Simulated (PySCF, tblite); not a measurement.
# C₅H₁₂O₂Si: geometry, infrared bands and NMR shifts

What infrared bands and NMR shifts should C₅H₁₂O₂Si (`CO[SiH2]OCC1CC1`) show?

Programs: tblite 0.8.0 and PySCF 2.14.0, with density-fitted response routines of our own. Each step states its level of theory. These are calculated values for one molecule in the gas phase, unless marked as measured. Atoms count from 0, in the outputs and in this text.

**1. The starting structure**

20 atoms, charge 0, multiplicity 1; geometry from: force field or distance geometry start.

Bonds of the start (Å): C0–O1 1.42, O1–Si2 1.72, Si2–O3 1.72, O3–C4 1.38, C4–C5 1.49, C5–C6 1.52, C6–C7 1.50, C7–C5 1.50, C0–H8 1.11, C0–H9 1.12, C0–H10 1.09, Si2–H11 1.47, Si2–H12 1.47, C4–H13 1.13, C4–H14 1.14, C5–H15 1.12, C6–H16 1.11, C6–H17 1.10, C7–H18 1.11, C7–H19 1.12.

**2. Relaxing the molecule with GFN2-xTB**

Job settings and geometry (Å):

```
{"job": {"kind": "relax", "xc": "GFN2-xTB", "basis": "xTB"}, "charge": 0, "multiplicity": 1}
C      3.864000     0.691200    -0.322400
O      2.546700     0.901600     0.152300
Si     1.683300    -0.522300    -0.261400
O      0.152300    -0.624900     0.504800
C     -0.819900    -0.546000    -0.472700
C     -2.199600    -0.632900     0.088000
C     -2.521100     0.467800     1.091400
C     -3.201600     0.436400    -0.242600
H      3.810000     0.673800    -1.428000
H      4.148200    -0.344600     0.003800
H      4.555300     1.461600     0.012400
H      1.402200    -0.416300    -1.704200
H      2.531700    -1.677000     0.052600
H     -0.646800    -1.423800    -1.155600
H     -0.703200     0.404200    -1.086100
H     -2.601600    -1.635700     0.369900
H     -3.053500     0.093500     1.993600
H     -1.784400     1.279900     1.201800
H     -4.272300     0.162200    -0.275900
H     -2.894900     1.262200    -0.934300
```

Run with:

```bash
$ OMP_NUM_THREADS=1 python probes_run.py task.json out
```

This one command runs all jobs of the session in turn.

Standard output:

```text
step      E/eV     max force
  0    -726.93463    2.956
  1    -727.30148    1.470
  2    -727.45345    1.096
  3    -727.50291    0.695
  4    -727.57731    0.451
  5    -727.60717    0.518
  6    -727.69375    0.517
  7    -727.72858    0.471
  8    -727.76899    0.402
  9    -727.80602    0.537
 10    -727.83676    0.465
 11    -727.86028    0.290
 12    -727.88229    0.314
 13    -727.90294    0.305
 14    -727.92211    0.365
 15    -727.93685    0.267
 16    -727.94684    0.228
 17    -727.95587    0.228
 18    -727.96489    0.253
 19    -727.97378    0.239
 20    -727.98161    0.187
 21    -727.98732    0.179
 22    -727.99152    0.160
 23    -727.99578    0.193
 24    -728.00022    0.159
 25    -728.00490    0.160
 26    -728.01004    0.185
 27    -728.01562    0.180
 28    -728.02116    0.192
 29    -728.02607    0.150
 30    -728.03007    0.118
 31    -728.03349    0.151
 32    -728.03664    0.139
 33    -728.03941    0.140
 34    -728.04196    0.114
 35    -728.04489    0.128
 36    -728.04884    0.162
 37    -728.05471    0.182
 38    -728.06136    0.189
 39    -728.06773    0.184
 40    -728.07386    0.188
 41    -728.08110    0.179
 42    -728.08632    0.196
 43    -728.09084    0.161
 44    -728.09491    0.139
 45    -728.10035    0.151
 46    -728.10363    0.117
 47    -728.10599    0.108
 48    -728.10722    0.099
 49    -728.10832    0.083
 50    -728.10950    0.080
 51    -728.11056    0.076
 52    -728.11133    0.065
 53    -728.11197    0.053
 54    -728.11262    0.053
 55    -728.11319    0.046
 56    -728.11372    0.050
 57    -728.11420    0.049
 58    -728.11473    0.047
 59    -728.11548    0.057
 60    -728.11656    0.072
 61    -728.11802    0.087
 62    -728.11993    0.127
 63    -728.12261    0.171
 64    -728.12635    0.204
 65    -728.13116    0.210
 66    -728.13122    0.345
 67    -728.13983    0.168
 68    -728.14319    0.112
 69    -728.14808    0.108
 70    -728.14980    0.099
 71    -728.15263    0.108
 72    -728.15318    0.093
 73    -728.15446    0.064
 74    -728.15542    0.068
 75    -728.15669    0.113
 76    -728.15789    0.098
 77    -728.15952    0.086
 78    -728.16101    0.093
 79    -728.16283    0.081
 80    -728.16409    0.081
 81    -728.16498    0.064
 82    -728.16571    0.053
 83    -728.16657    0.066
 84    -728.16732    0.065
 85    -728.16811    0.072
 86    -728.16880    0.062
 87    -728.16949    0.067
 88    -728.17028    0.062
 89    -728.17096    0.053
 90    -728.17158    0.055
 91    -728.17227    0.064
 92    -728.17323    0.073
 93    -728.17448    0.081
 94    -728.17585    0.080
 95    -728.17720    0.083
 96    -728.17851    0.082
 97    -728.17968    0.069
 98    -728.18031    0.099
 99    -728.18121    0.062
100    -728.18180    0.060
101    -728.18288    0.054
102    -728.18408    0.085
103    -728.18565    0.109
104    -728.18681    0.083
105    -728.18739    0.047
106    -728.18770    0.039
107    -728.18810    0.048
108    -728.18854    0.037
109    -728.18888    0.049
110    -728.18911    0.032
111    -728.18934    0.033
112    -728.18970    0.039
113    -728.19020    0.057
114    -728.19069    0.044
115    -728.19111    0.054
116    -728.19159    0.057
117    -728.19227    0.054
118    -728.19326    0.054
119    -728.19422    0.062
120    -728.19510    0.108
121    -728.19586    0.073
122    -728.19668    0.062
123    -728.19731    0.050
124    -728.19778    0.043
125    -728.19824    0.044
126    -728.19871    0.053
127    -728.19931    0.055
128    -728.19997    0.058
129    -728.20059    0.067
130    -728.20115    0.056
131    -728.20136    0.119
132    -728.20213    0.052
133    -728.20247    0.032
134    -728.20271    0.034
135    -728.20294    0.032
136    -728.20324    0.036
137    -728.20362    0.046
138    -728.20398    0.037
139    -728.20428    0.034
140    -728.20458    0.037
141    -728.20494    0.036
142    -728.20531    0.045
143    -728.20562    0.033
144    -728.20587    0.033
145    -728.20613    0.035
146    -728.20644    0.039
147    -728.20681    0.050
148    -728.20726    0.053
149    -728.20780    0.054
150    -728.20848    0.079
151    -728.20948    0.081
152    -728.21089    0.096
153    -728.21247    0.095
154    -728.21441    0.098
155    -728.21641    0.108
156    -728.21751    0.121
157    -728.21861    0.071
158    -728.21922    0.052
159    -728.21964    0.042
160    -728.22001    0.039
161    -728.22021    0.032
162    -728.22039    0.025
163    -728.22059    0.036
164    -728.22071    0.026
165    -728.22081    0.022
166    -728.22088    0.018
167    -728.22094    0.018
168    -728.22102    0.021
169    -728.22109    0.018
170    -728.22115    0.013
171    -728.22119    0.015
172    -728.22122    0.010
173    -728.22125    0.012
174    -728.22127    0.009
```

It took 3.7 s on 1 thread of Intel Xeon at 2.70GHz, shared host.

Along the way: (not every step is listed)

```csv
step,energy from step 0 (eV),largest force (eV/Å)
0,0.0000,2.9559
1,-0.3668,1.4698
2,-0.5188,1.0957
3,-0.5683,0.6947
4,-0.6427,0.4508
5,-0.6725,0.5181
6,-0.7591,0.5170
7,-0.7939,0.4711
8,-0.8344,0.4019
24,-1.0656,0.1591
40,-1.1392,0.1879
56,-1.1791,0.0501
72,-1.2186,0.0929
88,-1.2357,0.0623
104,-1.2522,0.0832
120,-1.2605,0.1079
136,-1.2686,0.0358
152,-1.2763,0.0962
168,-1.2864,0.0210
169,-1.2865,0.0180
170,-1.2865,0.0129
171,-1.2866,0.0149
172,-1.2866,0.0105
173,-1.2866,0.0118
174,-1.2866,0.0093
```

Close pairs (by a distance rule), those that changed most:

```csv
bond,before (Å),after (Å),change (Å)
Si2–O3,1.715,1.609,-0.106
O1–Si2,1.716,1.612,-0.104
C4–H14,1.137,1.096,-0.041
C7–H19,1.120,1.079,-0.041
C5–H15,1.117,1.082,-0.034
C6–H16,1.112,1.079,-0.034
C0–H9,1.123,1.093,-0.030
C4–H13,1.126,1.098,-0.027
```

The final coordinates are the input of the step that follows.

**3. Infrared spectrum with GFN2-xTB**

Job settings and geometry (Å):

```
{"job": {"kind": "ir", "xc": "GFN2-xTB", "basis": "xTB"}, "charge": 0, "multiplicity": 1}
C      4.028367     0.398511     0.003726
O      2.678547     0.637408    -0.219486
Si     1.568835    -0.476133    -0.574485
O      0.287206     0.480948    -0.744860
C     -1.013336     0.082720    -1.053816
C     -1.787402    -0.316535     0.179333
C     -2.532121     0.721913     0.962258
C     -3.285624    -0.290697     0.156443
H      4.532559     0.129709    -0.928435
H      4.173828    -0.415035     0.718583
H      4.475627     1.309795     0.402404
H      1.868186    -1.199107    -1.817855
H      1.439401    -1.463432     0.504925
H     -0.987529    -0.757575    -1.760300
H     -1.502591     0.932381    -1.542775
H     -1.304368    -1.110808     0.733672
H     -2.550955     0.642234     2.038045
H     -2.503592     1.738780     0.602823
H     -3.818963    -1.070895     0.677398
H     -3.771222     0.036497    -0.750331
```

Standard output:

```text
mode    cm-1     km/mol
  1      24.2      0.70
  2      37.5      0.22
  3      64.4      2.07
  4      80.4      0.00
  5     111.6      3.21
  6     132.9      2.00
  7     222.6      2.76
  8     253.8      3.00
  9     275.7      7.73
 10     373.7      4.44
 11     470.8      7.01
 12     585.5    197.33
 13     627.5      0.66
 14     784.9     55.37
 15     788.9     77.07
 16     800.9     68.22
 17     832.5     74.90
 18     853.0    144.29
 19     855.2    225.32
 20     881.3      7.18
 21     928.5      7.77
 22    1007.1      2.13
 23    1047.7      1.12
 24    1069.5      0.82
 25    1080.7      0.34
 26    1100.3      5.26
 27    1140.5      2.29
 28    1144.2    197.79
 29    1152.1     19.47
 30    1158.6     40.61
 31    1161.6    288.63
 32    1191.0     56.50
 33    1243.2     11.04
 34    1250.4     13.72
 35    1336.7      8.68
 36    1392.9      1.48
 37    1423.9      0.14
 38    1438.5      0.15
 39    1479.9      0.03
 40    1485.9      4.50
 41    1493.7      0.47
 42    1495.0      1.61
 43    2168.7    419.61
 44    2231.1    139.70
 45    2881.8     68.60
 46    2927.6     38.25
 47    2939.8     46.69
 48    2956.6     51.07
 49    2989.3     27.60
 50    3059.1     29.39
 51    3091.3     25.28
 52    3094.9      6.67
 53    3096.2     20.40
 54    3114.8     61.60
```

Run time: 2 s. Hardware: 1 thread of Intel Xeon at 2.70GHz, shared host.

Which atoms move in the most intense modes:

```csv
cm⁻¹,km/mol,atoms
586,197.3,"H12 36 %, H11 34 %, Si2 19 %"
789,77.1,"O1 25 %, Si2 17 %, H12 11 %"
853,144.3,"H12 28 %, H11 28 %, Si2 14 %"
855,225.3,"H11 25 %, H12 24 %, Si2 23 %"
1144,197.8,"H10 23 %, C0 22 %, H9 16 %, O1 15 %"
1162,288.6,"O3 30 %, C4 19 %"
2169,419.6,"H11 50 %, H12 46 %"
2231,139.7,"H12 51 %, H11 47 %"
```

**4. Nuclear shieldings: PBE0/pcSseg-1**

Same as in step 3 but for these lines:

```diff
@@ -1,2 +1,2 @@
-{"job": {"kind": "ir", "xc": "GFN2-xTB", "basis": "xTB"}, "charge": 0, "multiplicity": 1}
+{"job": {"kind": "nmr", "xc": "PBE0", "basis": "pcSseg-1"}, "charge": 0, "multiplicity": 1}
 C      4.028367     0.398511     0.003726
```

With the program's defaults for keys left out, this is: GIAO PBE0/pcSseg-1 NMR shielding, non-relativistic, gas phase.

Standard output:

```text
coarse grid: 16672 points
cycle   1  E = -636.9148532312  dE =  1.188e+00  |g| = 9.132e-01  |ddm| = 3.866e+00
cycle   2  E = -636.6847581132  dE =  2.301e-01  |g| = 1.438e+00  |ddm| = 1.970e+00
cycle   3  E = -637.0674275358  dE = -3.827e-01  |g| = 9.531e-02  |ddm| = 1.374e+00
cycle   4  E = -637.0687977831  dE = -1.370e-03  |g| = 4.947e-02  |ddm| = 1.068e-01
cycle   5  E = -637.0693841207  dE = -5.863e-04  |g| = 7.320e-03  |ddm| = 4.582e-02
cycle   6  E = -637.0693942519  dE = -1.013e-05  |g| = 2.536e-03  |ddm| = 7.409e-03
cycle   7  E = -637.0693953417  dE = -1.090e-06  |g| = 6.268e-04  |ddm| = 2.208e-03
final grid: 154848 points
cycle   8  E = -637.1383704346  dE = -3.819e-05  |g| = 1.323e-02  |ddm| = 2.941e-02
cycle   9  E = -637.1383389338  dE =  3.150e-05  |g| = 1.873e-02  |ddm| = 2.105e-02
cycle  10  E = -637.1384038296  dE = -6.490e-05  |g| = 1.535e-03  |ddm| = 1.325e-02
cycle  11  E = -637.1384043382  dE = -5.086e-07  |g| = 1.963e-04  |ddm| = 1.435e-03
cycle  12  E = -637.1384043460  dE = -7.724e-09  |g| = 6.315e-05  |ddm| = 2.587e-04
cycle  13  E = -637.1384043467  dE = -7.435e-10  |g| = 2.429e-05  |ddm| = 7.048e-05
converged SCF energy = -637.1384043467

GIAO shielding tensors (ppm)
atom      isotropic    diamagn.    paramagn.     s11        s22        s33       span
  0 C      136.928     238.757    -101.829    109.769    115.254    185.761     75.993
  1 O      331.015     402.144     -71.129    299.135    328.174    365.735     66.600
  2 Si     381.111     883.962    -502.851    346.323    356.402    440.608     94.284
  3 O      298.405     399.519    -101.114    281.599    293.608    320.006     38.407
  4 C      117.093     240.943    -123.850     83.854    117.617    149.809     65.955
  5 C      170.614     244.693     -74.079    136.520    161.492    213.829     77.309
  6 C      179.273     251.237     -71.964    146.855    176.058    214.906     68.051
  7 C      184.972     258.468     -73.497    160.048    179.243    215.623     55.576
  8 H       27.935      26.152       1.782     23.552     25.662     34.590     11.038
  9 H       28.041      27.543       0.498     23.730     25.891     34.501     10.771
 10 H       27.712      26.805       0.908     23.332     25.524     34.281     10.948
 11 H       26.862      31.700      -4.839     23.717     25.071     31.797      8.080
 12 H       26.725      33.173      -6.448     23.271     26.221     30.684      7.412
 13 H       27.249      30.813      -3.564     21.341     29.167     31.239      9.898
 14 H       28.807      30.857      -2.049     23.013     30.590     32.819      9.806
 15 H       30.731      32.699      -1.967     23.746     29.709     38.739     14.993
 16 H       31.079      30.889       0.190     25.710     26.534     40.993     15.283
 17 H       31.373      31.447      -0.074     26.401     27.851     39.869     13.468
 18 H       31.322      30.719       0.603     25.535     26.862     41.567     16.032
 19 H       31.743      31.418       0.325     25.831     28.777     40.619     14.788
```

It took 68 s on 1 thread of Intel Xeon at 2.70GHz, shared host; peak memory 0.92 GiB.

The references, computed at this level on geometries of the same kind, shield at (ppm): ¹H TMS 31.72, ¹³C TMS 186.9, ²⁹Si TMS 349.2, ¹⁷O H2O 336.1. Their shielding less the atom's gives the shift. The references are single molecules in the gas phase, so shifts against H2O, NH3, PH3, H3PO4 or CFCl3 are not on the usual liquid scales and can be off by tens of ppm. Atoms listed in one row are averaged.

```csv
atoms,environment,σ (ppm),δ (ppm),δ scaled to CDCl3
C4,sp3 CH2 bonded to O,117.1,69.8,66.2
C0,methyl carbon bonded to O,136.9,50.0,46.9
C5,three-membered-ring carbon,170.6,16.3,14.0
"C6, C7",three-membered-ring carbon,182.1,4.8,2.8
"H11, H12",hydrogen on a silicon bonded to 2 O,26.79,4.92,–
"H8, H9, H10",hydrogen on a methyl carbon bonded to O,27.90,3.82,3.71
"H13, H14",hydrogen on an sp3 CH2 bonded to O,28.03,3.69,3.58
H15,hydrogen on a three-membered-ring carbon,30.73,0.99,1.03
"H16, H18",hydrogen on a three-membered-ring carbon,31.20,0.52,0.59
"H17, H19",hydrogen on a three-membered-ring carbon,31.56,0.16,0.26
O3,"oxygen bonded to C, Si",298.4,37.7,–
O1,"oxygen bonded to C, Si",331.0,5.1,–
Si2,"silicon bonded to 2 O, 2 H",381.1,-32.0,–
```

The scaled column applies a straight-line fit of computed shieldings to shifts measured in CDCl3 (root-mean-square error 0.16 ppm for H, 1.9 ppm for C).

The run also stored atomic charges by several schemes (e):

```csv
atoms,Mulliken,IAO,Hirshfeld,ESP fit
C0,-0.01,-0.20,-0.03,-0.14
O1,-0.61,-0.63,-0.23,-0.37
Si2,0.93,1.23,0.44,0.81
O3,-0.61,-0.64,-0.22,-0.46
C4,0.18,-0.04,0.01,-0.08
C5,-0.34,-0.14,-0.05,-0.04
"C6, C7",-0.19,-0.29,-0.09,-0.33
```

Mayer bond orders: C0–O1 0.91, O1–Si2 1.02, Si2–O3 1.01, O3–C4 0.89, C4–C5 1.01, C5–C6 0.95, C6–C7 0.98, C7–C5 0.95.

Ring of atoms C5, C6, C7: NICS(0) -43.4, NICS(1) -8.7, NICS(1)zz -22.5 ppm (means of both faces).

In rings of three or four atoms NICS is ruled by the nearby σ bonds, so it says little on aromaticity.

**5. What came out**

```
                                                               quantity                                   value
                              strongest single infrared mode (GFN2-xTB)                   2169 cm⁻¹, 420 km/mol
                                           zero-point energy (GFN2-xTB)                          101.3 kcal/mol
¹³C shifts against TMS (PBE0/pcSseg-1, means over atoms taken as alike)               69.8, 50.0, 16.3, 4.8 ppm
 ¹H shifts against TMS (PBE0/pcSseg-1, means over atoms taken as alike)  4.92, 3.82, 3.69, 0.99, 0.52, 0.16 ppm
                                 ¹⁷O shifts against H2O (PBE0/pcSseg-1)                           37.7, 5.1 ppm
                                ²⁹Si shifts against TMS (PBE0/pcSseg-1)                               -32.0 ppm
```

**Reading.** Over 174 steps the energy fell by 1.287 eV; of the close pairs, Si2–O3 changed most, 1.715 to 1.609 Å. All 54 modes are real, so the xTB geometry is a minimum. The strongest single mode, at 2169 cm⁻¹, moves mainly H11 and H12. Unscaled tight-binding wavenumbers are off by several per cent, some by more. Its intensities can rank the bands wrongly. At PBE0/pcSseg-1: The widest tensor belongs to Si2: span 94 ppm, with a paramagnetic part of -503 ppm.
